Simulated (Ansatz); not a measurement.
HfIn4SiO6:

```
CELL_PARAMETERS angstrom
5.27743 0.00000 0.00000
-2.63872 4.57039 0.00000
0.00000 0.00000 10.55905
ATOMIC_POSITIONS crystal
Hf 0.66667 0.33333 0.00000
In 0.00000 0.00000 0.30446
In 0.00000 0.00000 0.69554
In 0.33333 0.66667 0.78919
In 0.33333 0.66667 0.21081
Si 0.00000 0.00000 0.00000
O 0.97300 0.70496 0.89972
O 0.29504 0.02700 0.10028
O 0.29504 0.26804 0.89972
O 0.73196 0.70496 0.10028
O 0.73196 0.02700 0.89972
O 0.97300 0.26804 0.10028
```

The cell was built by a generator and needn't be a form met in nature.

Base run:

```yaml
Program: Ansatz 0.2.0
Functional: PBE
Potentials_or_basis: all-electron LAPW, scalar-relativistic
Cutoff: 388 eV (chosen from the basis error)
Basis_error_allowed: 0.002 eV/atom
k_mesh: 4 × 4 × 2
Occupations: fermi-dirac, width 0.05 eV
Spin: no spin polarisation
Hubbard_terms: Hf d U = 3 eV
```

Its results: band gap on the k mesh 0.36 eV, indirect (least direct gap 1.77 eV); pressure 0.5 GPa; largest force 0.189 eV/Å.

The run is repeated on the same cell with these changes: hubbard terms from Hf d U = 3 eV to none. What comes out?

Band gap on the k mesh 0.35 eV, indirect (least direct gap 1.71 eV); pressure 0.0 GPa; largest force 0.006 eV/Å.

Caveats: spin-orbit coupling is left out, which moves the levels of the heavy elements; U is the effective U less J, on atomic orbitals that reach past the spheres (some runs).

A k mesh can miss the band edges.
